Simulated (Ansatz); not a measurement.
# CH4O2Si: the cost of one run

All numbers below are computed with Ansatz 0.2.0 (RKS B3LYP/6-31G*).

**1. The structure to begin with**

Bond lengths: O1–C2 1.252 Å, C2–O3 1.380 Å, O3–Si4 1.557 Å, C2–H5 1.112 Å, Si4–H6 1.529 Å, Si4–H7 1.491 Å, Si4–H8 1.498 Å. Angles: O1–C2–O3 129.3°, O1–C2–H5 122.0°, O3–C2–H5 108.6°, C2–O3–Si4 121.4°, O3–Si4–H6 109.1°, O3–Si4–H7 113.5°, O3–Si4–H8 111.6°, H6–Si4–H7 106.7°, H6–Si4–H8 104.9°, H7–Si4–H8 110.6°.

As a file:

```xyz
8

O     1.5031   -0.2613    1.3767
C     1.4483    0.3055    0.2621
O     0.3877    0.4097   -0.6144
Si   -1.0074   -0.1925   -0.2752
H     2.3390    0.7822   -0.2016
H    -1.9701    0.0947   -1.4279
H    -0.9871   -1.6725   -0.0915
H    -1.6213    0.4771    0.9161
```

**2. Relaxing end A**

Input file input.yaml:

```yaml
crystal:
  periodic: [false, false, false]
  atoms:
    - { symbol: O, position_ang: [1.5031, -0.2613, 1.3767] }
    - { symbol: C, position_ang: [1.4483, 0.3055, 0.2621] }
    - { symbol: O, position_ang: [0.3877, 0.4097, -0.6144] }
    - { symbol: Si, position_ang: [-1.0074, -0.1925, -0.2752] }
    - { symbol: H, position_ang: [2.339, 0.7822, -0.2016] }
    - { symbol: H, position_ang: [-1.9701, 0.0947, -1.4279] }
    - { symbol: H, position_ang: [-0.9871, -1.6725, -0.0915] }
    - { symbol: H, position_ang: [-1.6213, 0.4771, 0.9161] }
basis:
  gaussian: { orbitals: "6-31G*" }
hamiltonian:
  xc: b3lyp
relax:
  f_tol: 0.015
  max_steps: 40
output:
  orbitals: {}
```

The run is started by

```sh
ansatz run input.yaml --threads 1 --pin off --max-ram 2048MiB --backend cpu --events-out ev --progress --plain --runs-dir out
```

**Question.** How long does this run take on 1 thread of Intel Xeon at 2.50GHz (Skylake/Cascade Lake), shared host, and how much memory does it need?

About 68 s, with a peak of 0.15 GiB.
